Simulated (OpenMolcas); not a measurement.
**CH4AlNO (SMILES C1[NH][AlH][O]1): levels of theory compared**

We compute a comparison of 6 runs (HF/def2-SVPD, B3LYP/6-31G*, BHLYP/def2-SVPD, M06-2X/def2-SVPD, MP2/def2-SVPD) of CH4AlNO. 

Program for the calculation: OpenMolcas 26.06.

### 1 Starting point

The species is CH4AlNO (8 atoms), meant as a singlet with charge 0. As SMILES, `C1[NH][AlH][O]1`. The coordinates come from a PBE0-D4/def2-TZVP relaxation.

Bond lengths: C1–N2 1.466 Å, N2–Al3 1.758 Å, C1–O4 1.423 Å, Al3–O4 1.732 Å, C1–H5 1.099 Å, C1–H6 1.099 Å, N2–H7 1.002 Å, Al3–H8 1.569 Å. Some angles: C1–N2–Al3 87.4°, N2–C1–O4 102.5°, N2–Al3–O4 80.4°, C1–O4–Al3 89.8°, C1–N2–H7 120.2°, Al3–N2–H7 152.4°, N2–C1–H5 112.7°, N2–C1–H6 112.7°, O4–C1–H5 109.9°, O4–C1–H6 109.9°.

### 2 Energy and forces at HF/def2-SVPD (run 1)

The input, test.input:

```
&GATEWAY
 BasLib = $CurrDir
 BasisSet
 C.def2-SVPD....
 C1 -0.254000 0.762000 -0.440000 angstrom
 End of Basis
 BasisSet
 N.def2-SVPD....
 N2 0.576900 0.253100 0.654700 angstrom
 End of Basis
 BasisSet
 Al.def2-SVPD....
 Al3 0.036100 -1.359500 0.209100 angstrom
 End of Basis
 BasisSet
 O.def2-SVPD....
 O4 -0.820500 -0.429100 -0.975000 angstrom
 End of Basis
 BasisSet
 H.def2-SVPD....
 H5 0.332400 1.276900 -1.213500 angstrom
 H6 -1.052500 1.431000 -0.090700 angstrom
 H7 1.107700 0.887000 1.221500 angstrom
 H8 0.166000 -2.878600 0.578000 angstrom
 End of Basis

&SEWARD

&SCF
 Thresholds = 1e-10 1e-07 1e-07 1e-05
 PrOrbitals = 1 2

&ALASKA
```

The basis set def2-SVPD is read from a file made from the Basis Set Exchange's data (not shown).

Run with:

```sh
export MOLCAS_MEM=1860
pymolcas test.input > test.log
```

The log of the run:

```text
--- Start Module: gateway ---
[...]
--- Stop Module: gateway /rc=_RC_ALL_IS_WELL_ ---
[...]
      Basis functions          119
[...]
--- Start Module: scf ---
[...]
       Convergence after  13 Iterations
[...]
::    Total SCF energy                               -411.2654600207
[...]
      Total spin, S                                     0.0000000000
[...]
      Total electronic charge=   38.000000
      Total            charge=   -0.000000
[...]
      Dipole Moment (debye):
      Origin of the operator (angstrom)=   -0.0899   -0.4127   -0.0762
                   X=  1.3531E+00               Y= -2.4539E-01               Z=  1.7008E+00           Total=  2.1872E+00
      Quadrupole Moment (debye*angstrom):
[...]
 *              Molecular gradients               *
 **************************************************
  Irreducible representation: a
 ------------------------------------------------------------------------------------------
                              X                       Y                       Z
 ------------------------------------------------------------------------------------------
  C1                4.96568149520638E-03   -4.42588720218140E-03    6.74598301241769E-03
  N2               -2.48777429423264E-03   -5.25842401439469E-03   -2.32755102791238E-03
  AL3               6.79195753934270E-05    9.31004436244365E-03   -1.20135909224928E-03
  O4               -6.83450624299908E-03   -6.82084313647047E-03   -7.47175215212792E-03
  H5                2.53429325666454E-03    1.53448914544851E-03   -2.91207056889853E-03
  H6               -3.11188675458673E-03    2.13077214321444E-03    1.66044565579648E-03
  H7                4.69220607726895E-03    5.90618038358226E-03    4.96316459635571E-03
  H8                1.74066887335844E-04   -2.37633168169937E-03    5.43139576625107E-04
[...]
```

Run time: 17 s. Hardware: 1 thread of Intel Xeon 6975P-C (Granite Rapids), shared host; peak memory 0.75 GiB.

### 3 Energy and gradient at B3LYP/6-31G(d) (spherical functions) (run 2)

The input, input.xyz:

```xyz
8

C     -0.254000     0.762000    -0.440000
N      0.576900     0.253100     0.654700
Al     0.036100    -1.359500     0.209100
O     -0.820500    -0.429100    -0.975000
H      0.332400     1.276900    -1.213500
H     -1.052500     1.431000    -0.090700
H      1.107700     0.887000     1.221500
H      0.166000    -2.878600     0.578000
```

The input, calc.inp:

```
&GATEWAY
  BASLIB
  $CurrDir
  COORD
  input.xyz
  BASIS
  6-31Gs
  GROUP
  NoSym

&SEWARD
  GRIDINPUT
  Grid=UltraFine
  End of Grid

&SCF
  KSDFT
  B3LYP
  THRESHOLDS
  1e-10 1e-07 1e-07 1e-05
  PRORBITALS
  1 1

&ALASKA
```

The basis set 6-31G* is read from a file made from the Basis Set Exchange's data (not shown).

Run with:

```sh
export MOLCAS_MEM=1860
pymolcas calc.inp > calc.log
```

The log of the run:

```text
--- Start Module: gateway ---
[...]
--- Stop Module: gateway /rc=_RC_ALL_IS_WELL_ ---
[...]
      Basis functions           68
[...]
--- Start Module: scf ---
[...]
       Convergence after  14 Iterations
[...]
::    Total KS-DFT energy                            -412.9424885230
[...]
      Total spin, S                                     0.0000000000
[...]
      Total electronic charge=   38.000000
      Total            charge=   -0.000000
[...]
      Dipole Moment (debye):
      Origin of the operator (angstrom)=   -0.0899   -0.4127   -0.0762
                   X=  1.2462E+00               Y=  3.1560E-01               Z=  1.4920E+00           Total=  1.9694E+00
      Quadrupole Moment (debye*angstrom):
[...]
 *              Molecular gradients               *
 **************************************************
  Irreducible representation: a
 ------------------------------------------------------------------------------------------
                              X                       Y                       Z
 ------------------------------------------------------------------------------------------
  C1                7.93869132027669E-04   -6.75803357182048E-03    1.92652859806097E-03
  N2               -3.33138669055444E-03   -2.59465725755703E-03   -3.75136218664274E-03
  AL3              -2.38473789902605E-03    1.39550923842968E-02   -4.85808188541803E-03
  O4                7.34714528961611E-03    5.10684189939825E-04    9.00512873567827E-03
  H5               -7.06063781454880E-04   -1.35116861150575E-03    1.17782524643095E-03
  H6                1.11660188097762E-03   -1.58211266059016E-03   -3.03434371416111E-04
  H7               -2.82108439485995E-03   -3.26239677772389E-03   -3.03052912670365E-03
  H8               -1.43435367577771E-05    1.08259230489960E-03   -1.66075009859767E-04
[...]
```

Wall time 18 s (1 thread of Intel Xeon 6975P-C (Granite Rapids), shared host); peak memory 0.41 GiB.

### 4 Energy and gradient at B3LYP/6-31G(d) (Cartesian functions) (run 3)

The input, job.input:

```
>>> EXPORT MOLCAS_PRINT=2
&GATEWAY
BASLIB
$CurrDir
COORD
8
bohr
C     -0.47999044     1.43997131    -0.83147949
N      1.09018300     0.47828968     1.23720369
Al     0.06821911    -2.56908267     0.39514173
O     -1.55052029    -0.81088148    -1.84248297
H      0.62814496     2.41299129    -2.29318265
H     -1.98893675     2.70419808    -0.17139816
H      2.09324963     1.67618707     2.30830046
H      0.31369454    -5.43976562     1.09226170
BASIS
6-31Gs
GROUP
NoSym
&SEWARD
GRIDINPUT
Grid=UltraFine
End of Grid
&SCF
KSDFT
B3LYP
THRESHOLDS
1e-10 1e-07 1e-07 1e-05
PRORBITALS
1 2
&ALASKA
```

The basis set 6-31G* is read from a file made from the Basis Set Exchange's data (not shown).

Run with:

```sh
export MOLCAS_MEM=1860
pymolcas job.input > job.log
```

The log of the run:

```text
--- Start Module: gateway ---
[...]
--- Stop Module: gateway /rc=_RC_ALL_IS_WELL_ ---
[...]
      Basis functions           72
[...]
--- Start Module: scf ---
[...]
       Convergence after  14 Iterations
[...]
::    Total KS-DFT energy                            -412.9468276845
[...]
      Total spin, S                                     0.0000000000
[...]
      Total electronic charge=   38.000000
      Total            charge=   -0.000000
[...]
      Dipole Moment (debye):
      Origin of the operator (angstrom)=   -0.0899   -0.4127   -0.0762
                   X=  1.2503E+00               Y=  3.1227E-01               Z=  1.4975E+00           Total=  1.9757E+00
      Quadrupole Moment (debye*angstrom):
[...]
 *              Molecular gradients               *
 **************************************************
  Irreducible representation: a
 ------------------------------------------------------------------------------------------
                              X                       Y                       Z
 ------------------------------------------------------------------------------------------
  C1                6.98865013485483E-04   -7.10159678850797E-03    1.85655086411152E-03
  N2               -3.31363552129460E-03   -2.17152304527968E-03   -3.78767332129470E-03
  AL3              -2.41743157299856E-03    1.36237946182227E-02   -4.85292183270847E-03
  O4                7.43404291834793E-03    9.22050437877409E-04    9.05579063545936E-03
  H5               -6.95387949781079E-04   -1.37851220597041E-03    1.16144594108691E-03
  H6                1.09490583089578E-03   -1.60582762158334E-03   -2.93566632681097E-04
  H7               -2.79592014568131E-03   -3.32741032413830E-03   -2.99050986583538E-03
  H8               -5.43857282203630E-06    1.03902492945229E-03   -1.49115788205090E-04
[...]
```

It took 19 s on 1 thread of Intel Xeon 6975P-C (Granite Rapids), shared host; peak memory 0.42 GiB.

Runs 4 to 5 aren't shown in full; the table further down has their settings and results.

### 5 The energy at MP2/def2-SVPD (run 6)

The input, run.input:

```
* CH4AlNO MP2
>>> EXPORT MOLCAS_PRINT=2
&gateway
baslib=$CurrDir
coord
8
angstrom
C       -0.254000       0.762000      -0.440000
N        0.576900       0.253100       0.654700
Al       0.036100      -1.359500       0.209100
O       -0.820500      -0.429100      -0.975000
H        0.332400       1.276900      -1.213500
H       -1.052500       1.431000      -0.090700
H        1.107700       0.887000       1.221500
H        0.166000      -2.878600       0.578000
basis=def2-SVPD
group=NoSym
&seward
&scf
thresholds=1e-10 1e-07 1e-07 1e-05
prorbitals=0
&mbpt2
frozen=8
```

The basis set def2-SVPD is read from a file made from the Basis Set Exchange's data (not shown).

Run with:

```sh
export MOLCAS_MEM=1860
pymolcas run.input > run.log
```

The log of the run:

```text
--- Start Module: gateway ---
[...]
--- Stop Module: gateway /rc=_RC_ALL_IS_WELL_ ---
[...]
      Basis functions          119
[...]
--- Start Module: scf ---
[...]
       Convergence after  13 Iterations
[...]
::    Total SCF energy                               -411.2654600207
[...]
      Total spin, S                                     0.0000000000
[...]
      Total electronic charge=   38.000000
      Total            charge=   -0.000000
[...]
      Dipole Moment (debye):
      Origin of the operator (angstrom)=   -0.0899   -0.4127   -0.0762
                   X=  1.3531E+00               Y= -2.4539E-01               Z=  1.7008E+00           Total=  2.1872E+00
      Quadrupole Moment (debye*angstrom):
[...]
--- Stop Module: scf /rc=_RC_ALL_IS_WELL_ ---
[...]
--- Start Module: mbpt2 ---
[...]
WARNING!
Default frozen orbitals as non valence orbitals is overwritten by user input.
Default values:   5
[...]
       Reference weight ( Cref**2 )         =        0.84381
::    Total MBPT2 energy                             -411.8412302304
[...]
      Total MBPT2 calculations                           0.62      0.72
--- Stop Module: mbpt2 /rc=_RC_ALL_IS_WELL_ ---
[...]
```

It took 15 s on 1 thread of Intel Xeon 6975P-C (Granite Rapids), shared host; peak memory 0.75 GiB.

### 6 All runs side by side

```csv
run,level,integration grid,Cartesian functions,energy (Eh),dipole moment (D) of the reference,HOMO energy (eV),LUMO energy (eV),wall time
1,HF/def2-SVPD,–,no,-411.265460,2.19,-10.15,1.56,17 s
2,B3LYP/6-31G* (spherical functions),UltraFine,no,-412.942489,1.97,-6.35,-0.34,18 s
3,B3LYP/6-31G* (Cartesian functions),UltraFine,yes,-412.946828,1.98,-6.36,-0.34,19 s
4,BHLYP/def2-SVPD,UltraFine,no,-412.665484,2.10,-8.16,0.27,47 s
5,M06-2X/def2-SVPD,UltraFine,no,-412.672235,2.02,-8.21,0.19,60 s
6,MP2/def2-SVPD,–,no,-411.841230,2.19,-10.15,1.56,15 s
```

### 7 What came out

| quantity | value |
| --- | --- |
| run 6: total energy | -411.84123 Eh |
| run 6: dipole moment (mean-field density) | 2.19 D |
| run 6: HOMO energy (Hartree–Fock orbitals) | -10.15 eV |
| run 6: LUMO energy (Hartree–Fock orbitals) | 1.56 eV |
| run 6: HOMO–LUMO gap (Hartree–Fock orbitals) | 11.71 eV |
| run 6: correlation energy (8 core orbitals frozen) | -575.8 mEh |

What this shows: Over runs 1, 2, 3, 4, 5 the dipole moment (its size) runs from 1.97 D (B3LYP/6-31G*) to 2.19 D (HF/def2-SVPD). The two ends differ in method and basis. Over runs 1, 2, 3, 4, 5 the HOMO–LUMO gap runs from 6.01 eV (B3LYP/6-31G*) to 11.71 eV (HF/def2-SVPD). Totals of different functionals can't be ranked against each other. All runs together took 2.9 min, the longest 60 s.
